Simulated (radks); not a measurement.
# K²⁺ in [Ne] 3s2 3p5: an all-electron calculation

One table from this session's results is given with a row withheld; the runs are named, their logs left out.

Method: scalar-relativistic Kohn-Sham, SOGGA, spin-polarised, spherical densities, finite nucleus; open shells are filled with parallel spins first. Code: radks (a radial shooting solver on a logarithmic mesh, Libxc functionals) version 1.

### Starting point

* element: potassium (Z = 19)
* charge: +2
* electrons: 17
* configuration: [Ne] 3s2 3p5
* nuclear rms radius: 3.4349 fm

The outer shells:

K²⁺
```
[Ne] core
3s [↑↓]
3p [↑↓][↑↓][↑ ]
```

The first run:

Settings of this run:

```text
Z 19
configuration [Ne] 3s2 3p5
relativity scalar-relativistic
functional sogga,pbe
spin polarised
nucleus finite rms 3.4349 fm
c 137.035999084
```

One table of the session follows, with a row left open; its other results are not shown here.

It belongs to the step «Orbitals and density». Sizes of the orbitals, from the radial functions (bohr):

| level | <r> | outermost maximum (interpolated) | 90 % within | nodes |
| --- | --- | --- | --- | --- |
| 1s up | 0.08113 | 0.0531 | 0.145 | 0 |
| 1s down | 0.08112 | 0.0531 | 0.145 | 0 |
| 2s up | 0.3879 | 0.318 | 0.605 | 1 |
| 2s down | 0.3878 | 0.318 | 0.604 | 1 |
| 2p up | 0.3505 | 0.263 | 0.579 | 0 |
| 2p down | 0.3505 | 0.263 | 0.579 | 0 |
| 3s up | 1.233 | 1.07 | 1.84 | 2 |
| 3s down | 1.237 | 1.07 | 1.85 | 2 |
| 3p up | 1.350 | 1.13 | 2.07 | 1 |
| 3p down | ? | ? | ? | ? |

Q: Estimate the row for 3p down from the others.

**Answer.** <r>: 1.359; outermost maximum (interpolated): 1.13; 90 % within: 2.09; nodes: 1. In the column «<r>» it is the highest.

To keep in mind: Open shells are spherical and high-spin; term and fine-structure splittings are not resolved.
